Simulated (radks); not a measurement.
# The series with 49 electrons, In to Tm²⁰⁺

An exercise on one series of results from a longer session: the logs are not shown, and one member is left open.

Program: radks (a radial shooting solver on a logarithmic mesh, Libxc functionals) version 1. Level of theory: scalar-relativistic Kohn-Sham, PBEsol, spin-polarised, spherical densities, finite nucleus; open shells are filled with parallel spins first. These are calculated values, not measurements, unless marked.

## The system

```
electrons     : 49
ions          : In, Sn⁺, Sb²⁺, Te³⁺, I⁴⁺, Xe⁵⁺, Cs⁶⁺, Ba⁷⁺, La⁸⁺, Ce⁹⁺, Pr¹⁰⁺, Nd¹¹⁺, Pm¹²⁺, Sm¹³⁺, Eu¹⁴⁺, Gd¹⁵⁺, Tb¹⁶⁺, Dy¹⁷⁺, Ho¹⁸⁺, Er¹⁹⁺, Tm²⁰⁺
configuration : NIST ground configuration of each
```

The first run:

Input:

```text
Z 49
configuration [Kr] 4d10 5s2 5p1
relativity scalar-relativistic
functional pbe_sol,pbe_sol
spin polarised
nucleus finite rms 4.6156 fm
c 137.035999084
```

Steps of the session up to this table: In, [Kr] 4d10 5s2 5p1.

One table of the session follows, with a row left open; its other results are not shown here.

It belongs to the step «In, [Kr] 4d10 5s2 5p1». Sizes of the orbitals, from the radial functions (bohr):

```
  level     <r>  outermost maximum (interpolated)  90 % within  nodes
  4p up  0.9220                             0.816         1.36      2
4p down  0.9218                             0.816         1.36      2
  4d up   1.187                             0.932         1.87      1
4d down   1.181                             0.931         1.86      1
  5s up   2.615                              2.16         3.92      4
5s down   2.588                              2.14         3.89      4
  5p up   3.662                              2.86         5.69      3
5p down       ?                                 ?            ?      ?
```

**Question.** Estimate the row for 5p down.

The run gave: <r>: 3.695; outermost maximum (interpolated): 2.83; 90 % within: 5.80; nodes: 3. In the column «<r>» it is the highest.
